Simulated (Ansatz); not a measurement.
# CsCa2Ta3O10: the cost of one run

Method: DFT, PBE, plane-wave PAW, default files, scalar-relativistic, as far as a step names no other, in Ansatz 0.2.0.

1 further run of the same task is left out (set aside as unsound or not needed).

**1. The starting structure**

It takes space group P4/mmm (No. 123, tetragonal). The conventional cell has a = 3.866 Å, b = 3.866 Å, c = 15.254 Å, α = 90.00°, β = 90.00°, γ = 90.00°. Cs (site symmetry 4/mmm) has 8 O at 3.20 Å as nearest neighbours. Around Ca (site symmetry 4mm) lie 8 O at 2.55 to 2.75 Å. Ta (site symmetry 4/mmm) is surrounded by 6 O at 1.91 to 1.93 Å. Ta (site symmetry 4mm) is surrounded by 5 O at 1.71 to 1.97 Å. O (site symmetry 2mm) is surrounded by 2 Ta at 1.97 Å and 2 Ca at 2.55 Å. Around O (site symmetry 4mm) lie 2 Ta at 1.91 to 2.35 Å and 4 Ca at 2.75 Å. O (site symmetry 4mm) has 1 Ta at 1.71 Å as nearest neighbours. O (site symmetry mmm) is surrounded by 2 Ta at 1.93 Å.

Coordinates:

```
CELL_PARAMETERS angstrom
3.86590 0.00000 0.00000
0.00000 3.86590 0.00000
0.00000 0.00000 15.25380
ATOMIC_POSITIONS crystal
Cs 0.50000 0.50000 0.50000
Ca 0.50000 0.50000 0.14600
Ca 0.50000 0.50000 0.85400
Ta 0.00000 0.00000 0.00000
Ta 0.00000 0.00000 0.27880
Ta 0.00000 0.00000 0.72120
O 0.00000 0.50000 0.25500
O 0.50000 0.00000 0.25500
O 0.00000 0.50000 0.74500
O 0.50000 0.00000 0.74500
O 0.00000 0.00000 0.12500
O 0.00000 0.00000 0.87500
O 0.00000 0.00000 0.39100
O 0.00000 0.00000 0.60900
O 0.00000 0.50000 0.00000
O 0.50000 0.00000 0.00000
```

**2. Single point at the given positions**

File input.yaml:

```yaml
crystal:
  lattice:
    - [3.8659, 0.0, 0.0]
    - [0.0, 3.8659, 0.0]
    - [0.0, 0.0, 15.2538]
  atoms:
    - { symbol: Cs, position: [0.5, 0.5, 0.5] }
    - { symbol: Ca, position: [0.5, 0.5, 0.146] }
    - { symbol: Ca, position: [0.5, 0.5, 0.854] }
    - { symbol: Ta, position: [0.0, 0.0, 0.0] }
    - { symbol: Ta, position: [0.0, 0.0, 0.2788] }
    - { symbol: Ta, position: [0.0, 0.0, 0.7212] }
    - { symbol: O, position: [0.0, 0.5, 0.255] }
    - { symbol: O, position: [0.5, 0.0, 0.255] }
    - { symbol: O, position: [0.0, 0.5, 0.745] }
    - { symbol: O, position: [0.5, 0.0, 0.745] }
    - { symbol: O, position: [0.0, 0.0, 0.125] }
    - { symbol: O, position: [0.0, 0.0, 0.875] }
    - { symbol: O, position: [0.0, 0.0, 0.391] }
    - { symbol: O, position: [0.0, 0.0, 0.609] }
    - { symbol: O, position: [0.0, 0.5, 0.0] }
    - { symbol: O, position: [0.5, 0.0, 0.0] }
kpoints:
  mp_grid: { grid: [5, 5, 2] }
scf:
  occupations: { method: fermi_dirac, width: 0.02 }
hamiltonian:
  xc: pbe
  pseudopotentials: { kind: paw }
output:
  forces: true
  stress: true
  populations: true
  efg:
    quadrupole_moments_barn: { Cs: -0.00343, Ca: -0.0408, Ta: 3.17, O: -0.02558 }
    contact_densities: true
```

On the command line:

```sh
$ ansatz run input.yaml --threads 1 --pin off --max-ram 2560MiB --backend cpu --events-out ev --progress --plain --runs-dir out
```

**Question.** How long does this run take on 1 thread of Arm Neoverse V1, shared host, and how much memory does it need?

About 30 s, with a peak of 0.65 GiB.
